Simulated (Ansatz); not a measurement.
# GeTe (SMILES [Ge][Te]): levels of theory compared

Aim: a comparison of 6 runs (HF/STO-3G, UHF/STO-3G, B2PLYP/STO-3G, UB3LYP/STO-3G, r2SCAN/STO-3G, UCCSD(T)/STO-3G) of GeTe. 

The results are computed with Ansatz 0.2.0.

73 further runs of the same task are left out: 41 that didn't finish, 32 set aside as unsound or not needed.

## 1. The system as given

The species is GeTe (2 atoms), meant as a singlet with charge 0. SMILES: `[Ge][Te]`. The Te2–Ge1 distance was set to 3.510 Å, away from the relaxed value.

Bond lengths: Ge1–Te2 3.510 Å.

## 2. The energy at HF/STO-3G (run 1)

input.yaml

```yaml
crystal:
  periodic: [false, false, false]
  atoms:
    - symbol: Ge
      position_ang: [0.000000, 0.000000, -1.170035]
    - symbol: Te
      position_ang: [0.000000, 0.000000, 2.340165]
basis:
  gaussian:
    orbitals: STO-3G
magnetization:
  spin_polarized: false
hamiltonian:
  xc: hf
accuracy: high
```

Started as:

```console
$ ansatz run input.yaml --threads 1 --pin off --max-ram 2610MiB --events-out events.jsonl --progress --plain --runs-dir runs
```

What it wrote:

```text
Warning: RAYON_NUM_THREADS=1 ignored (pool sized by the plan → 1); use --threads N
Functional definition: HF
  name "HF"
  exchange = exact_x
  correlation = 0
523 factors; integrals over basis functions are off by at most 5.4e-9 eV
mean field evaluation 1: about -233969.4939 eV, gradient 1.9e1 eV
mean field evaluation 2: about -233969.5262 eV, gradient 1.9e1 eV
mean field evaluation 4: about -233976.2791 eV, gradient 2.0e1 eV
mean field evaluation 8: about -233976.2790 eV, gradient 2.0e1 eV
mean field evaluation 16: about -233981.7739 eV, gradient 1.5e-5 eV
mean field evaluation 32: about -233980.1647 eV, gradient 4.9e0 eV
mean field evaluation 64: about -233980.6795 eV, gradient 1.1e0 eV
mean field evaluation 96: about -233981.7445 eV, gradient 3.0e-2 eV
mean field -233981.77387551 eV, -8598.6715913824 hartree, gradient 1.6e-8 eV, S^2 0.000000; 2 other end points of the search recorded, 0 dependent functions left out
reference -233981.77387551 eV, -8598.6715913824 hartree; 42, 42 occupied and 3, 3 virtual orbitals, 523 factors
Total energy: -233981.77387551 eV, -8598.6715913824 hartree
```

Run time: 1.1 s. Hardware: 1 thread of Arm Neoverse V1, shared host; peak memory 0.092 GiB.

## 3. A single-point energy at UHF/STO-3G (run 2)

input.yaml: that of step 2 with these lines changed.

```diff
@@ -10,4 +10,6 @@
     orbitals: STO-3G
+total_charge: 0
 magnetization:
-  spin_polarized: false
+  spin_polarized: true
+  initial_magnetization: 0
 hamiltonian:
```

Started as:

```console
$ ansatz run input.yaml --threads 1 --pin off --max-ram 2610MiB --events-out events.jsonl --progress --plain --runs-dir runs
```

What it wrote, shortened:

```text
Warning: RAYON_NUM_THREADS=1 ignored (pool sized by the plan → 1); use --threads N
[... 2 set-up lines as earlier in the session ...]
[...]
523 factors; integrals over basis functions are off by at most 5.4e-9 eV
[...]
mean field -233984.63946595 eV, -8598.7768998886 hartree, gradient 1.5e-8 eV, S^2 1.707988; 16 other end points of the search recorded, 0 dependent functions left out
reference -233984.63946595 eV, -8598.7768998886 hartree; 42, 42 occupied and 3, 3 virtual orbitals, 523 factors
Total energy: -233984.63946595 eV, -8598.7768998886 hartree
```

It took 11 s on 1 thread of Arm Neoverse V1, shared host; peak memory 0.15 GiB.

Run 3 isn't shown in full; the table further down has it.

## 4. The energy at UB3LYP/STO-3G (run 4)

in.yaml

```yaml
crystal:
  periodic: [false, false, false]
  atoms:
    - symbol: Ge
      position_ang: [0.000000, 0.000000, -1.170035]
    - symbol: Te
      position_ang: [0.000000, 0.000000, 2.340165]
basis:
  gaussian:
    orbitals: STO-3G
magnetization:
  spin_polarized: true
hamiltonian:
  xc: {name: B3LYP}
accuracy: high
```

Started as:

```console
$ ansatz run in.yaml --threads 1 --pin off --max-ram 2610MiB --events-out events.jsonl --progress --plain --runs-dir runs
```

What it wrote, shortened:

```text
Warning: RAYON_NUM_THREADS=1 ignored (pool sized by the plan → 1); use --threads N
Functional definition: B3LYP
  name "B3LYP"
[...]
523 factors; integrals over basis functions are off by at most 5.4e-9 eV
[...]
mean field -234074.58736189 eV, -8602.0824240957 hartree, gradient 2.2e-8 eV, S^2 1.328054; 26 other end points of the search recorded, 0 dependent functions left out
reference -234074.58739213 eV, -8602.0824252069 hartree; 42, 42 occupied and 3, 3 virtual orbitals, 523 factors
Total energy: -234074.58739213 eV, -8602.0824252069 hartree
```

Run time: 74 s. Hardware: 1 thread of Arm Neoverse V1, shared host; peak memory 0.21 GiB.

Run 5 isn't shown in full; the table further down has it.

## 5. The energy at UCCSD(T)/STO-3G (run 6)

molecule.yaml

```yaml
crystal:
  periodic: [false, false, false]
  atoms:
    - {symbol: Ge, position_ang: [0.000000, 0.000000, -1.170035]}
    - {symbol: Te, position_ang: [0.000000, 0.000000, 2.340165]}
basis:
  gaussian: {orbitals: STO-3G}
magnetization: {spin_polarized: true, initial_magnetization: 0}
correlation: {method: ccsd_t, frozen_orbitals: {Ge: 9, Te: 18}}
accuracy: high
scf: {omitted_lower_state_checks: [cluster_reference, increment]}
```

Started as:

```console
$ ansatz run molecule.yaml --threads 1 --pin off --max-ram 2610MiB --events-out events.jsonl --progress --plain --runs-dir runs
```

What it wrote:

```text
Warning: RAYON_NUM_THREADS=1 ignored (pool sized by the plan → 1); use --threads N
[... 21 lines left out ...]
27 core orbitals not correlated: weight in the atoms' cores, before any rotation towards them, 1.000 or more for the frozen orbitals, at most 0.000 for the correlated occupied ones
[... 87 lines left out ...]
Total energy: -233985.45514165 eV, -8598.8068754178 hartree
Checks for a lower state left out: cluster_reference, increment
```

It took 14 s on 1 thread of Arm Neoverse V1, shared host; peak memory 0.15 GiB.

## 6. All runs side by side

```
run            level  frozen core orbitals   energy (Eh)  wall time
  1        HF/STO-3G                     –  -8598.671591      1.1 s
  2       UHF/STO-3G                     –  -8598.776900       11 s
  3    B2PLYP/STO-3G                    27  -8601.271674      6.6 s
  4    UB3LYP/STO-3G                     –  -8602.082425       74 s
  5    r2SCAN/STO-3G                     –  -8602.330378       35 s
  6  UCCSD(T)/STO-3G                    27  -8598.806875       14 s
```

## 7. Outcome

| quantity | value |
| --- | --- |
| run 6: total energy | -8598.80688 Eh |
| run 6: correlation energy (27 core orbitals frozen) | -30.0 mEh |
| run 6: (T) correction | -0.95 mEh |
| run 6: ⟨S²⟩ of the reference determinant | 1.708 |
| run 6: T1 diagnostic | 0.044 |

What this shows: Totals of different functionals can't be ranked against each other. In run 3 the log says that unrestricted orbitals would lower the reference, so the values rest on an unstable closed-shell determinant (other closed-shell runs at this shape may share the fault). In runs 1, 2, 3, 4, 5, 6 the basis is minimal, so the values are rough. In runs 1, 2, 3, 4, 5, 6 relativity is left out where basis or elements ask for it. Spin contamination of the reference: run 6 ⟨S²⟩ = 1.71, run 2 ⟨S²⟩ = 1.71, run 4 ⟨S²⟩ = 1.33. Where it is this large, the reference is a mixture of spin states, and values that rest on it are in doubt. All runs together took 2.4 min, the longest 74 s.
